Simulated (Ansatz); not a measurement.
# C2H3BF2: basis-set convergence

One table from this session's results is given with a row withheld; the runs are named, their logs left out.

Method: one geometry, several basis sets; program: Ansatz 0.2.0, Gaussian basis.

The runs, in order: PBE0-D4/def2-SVP; ωB97M-V/def2-SVP; PBE0-D4/def2-QZVPP; ωB97M-V/def2-QZVPP; the functionals' def2-TZVPP values are taken from earlier runs.

**Structure used throughout**

All runs share one geometry, relaxed beforehand with PBE0-D4 in a triple-zeta def2 set.

SMILES `FB1CC1F`, 8 atoms, charge 0, spin multiplicity 1.

Atoms are counted from 1 here; the program's logs count them from 0.

Bond lengths: F1–B2 1.305 Å, B2–C3 1.517 Å, B2–C4 1.521 Å, C3–C4 1.559 Å, C3–H6 1.093 Å, C3–H7 1.084 Å, C4–F5 1.370 Å, C4–H8 1.088 Å. Angles: F1–B2–C3 146.2°, F1–B2–C4 149.8°, C3–B2–C4 61.7°, B2–C3–C4 59.3°, B2–C3–H6 110.5°, B2–C3–H7 131.5°, C4–C3–H6 115.4°, C4–C3–H7 117.2°, H6–C3–H7 112.6°, B2–C4–C3 59.0°, B2–C4–F5 124.8°, B2–C4–H8 119.8°, C3–C4–F5 119.3°, C3–C4–H8 111.9°, F5–C4–H8 111.1°.

The first run:

The input, in.yaml:

```yaml
crystal:
  periodic: [false, false, false]
  atoms:
    - {symbol: F, position_ang: [-1.959157, 0.811037, 0.881611]}
    - {symbol: B, position_ang: [-0.812769, 0.468375, 0.359509]}
    - {symbol: C, position_ang: [0.566310, -0.110780, 0.615392]}
    - {symbol: C, position_ang: [-0.004007, -0.019894, -0.832990]}
    - {symbol: F, position_ang: [-0.254717, -1.172621, -1.528767]}
    - {symbol: H, position_ang: [0.487106, -1.092894, 1.089028]}
    - {symbol: H, position_ang: [1.521677, 0.365847, 0.802452]}
    - {symbol: H, position_ang: [0.547757, 0.693831, -1.442036]}
basis:
  gaussian: {orbitals: def2-SVP}
hamiltonian: {xc: pbe0, dispersion: d4}
output: {orbitals: {seedname: orbitals}}
```

The run is started by

```console
$ ansatz run in.yaml --threads 2 --pin off --events-out ev --progress --plain --max-ram 4352MiB
```

Steps of the session up to this table: PBE0-D4 in def2-SVP; ωB97M-V in def2-SVP; PBE0-D4 in def2-QZVPP; ωB97M-V in def2-QZVPP.

One of the session's tables, all rows but one given; the rest of the session is left out.

It belongs to the step «Density functionals: the series». 

```
functional       basis  HOMO (eV)
   PBE0-D4    def2-SVP      -7.55
   PBE0-D4  def2-TZVPP      -7.66
   PBE0-D4  def2-QZVPP          ?
   ωB97M-V    def2-SVP      -9.86
   ωB97M-V  def2-TZVPP      -9.98
   ωB97M-V  def2-QZVPP     -10.01
```

Q: Estimate the row for PBE0-D4, def2-QZVPP from the others.

The run gave: HOMO (eV): -7.69. In the column «HOMO (eV)» it lies between ωB97M-V, def2-SVP (-9.86) and PBE0-D4, def2-TZVPP (-7.66).
